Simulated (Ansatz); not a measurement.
The system is InSb3.

```
Sb In
1.0
     0.00000    3.79455    3.79455
     3.79455    0.00000    3.79455
     3.79455    3.79455    0.00000
Sb In
3 1
Direct
  0.50000 0.50000 0.50000
  0.75000 0.75000 0.75000
  0.25000 0.25000 0.25000
  0.00000 0.00000 0.00000
```

The cell comes from a database or a generator and needn't be the stable form of this composition.

Base run:

| Quantity | Value |
| --- | --- |
| Program | Ansatz 0.2.0 |
| Functional | LDA |
| Potentials or basis | Ansatz PAW |
| Cutoff | 420 eV |
| Density cutoff | 1680 eV |
| k mesh | 6 × 6 × 6 |
| Occupations | fermi-dirac, width 0.05 eV |
| Spin | no spin polarisation |

Its results: band gap on the k mesh none (metal or under the smearing width); pressure -4.2 GPa.

Task: After a change of settings the same cell gave: band gap on the k mesh none (metal or under the smearing width); pressure -0.2 GPa. Which change was it?
A. functional from LDA to PBE
B. functional from LDA to r2SCAN; cutoff from 420 eV to 500 eV; density cutoff from 1680 eV to 2000 eV
C. functional from LDA to PBEsol; potentials or basis from Ansatz PAW to Ansatz PAW earlier set; cutoff from 420 eV to 710 eV; density cutoff from 1680 eV to 2840 eV; valence electrons from 58 to 84
D. functional from LDA to PBEsol; potentials or basis from Ansatz PAW to PseudoDojo stringent (PBEsol files); cutoff from 420 eV to 1361 eV; density cutoff from 1680 eV to 5442 eV; valence electrons from 58 to 90

Result: A.

PBE binds less tightly than LDA, so the same cell stands under more pressure.

Caveats: the PAW data sets come from PBE, with cores solved anew for the run's functional, which leaves a small shift of forces and pressure (some runs).

Not every run made on this cell is shown here.
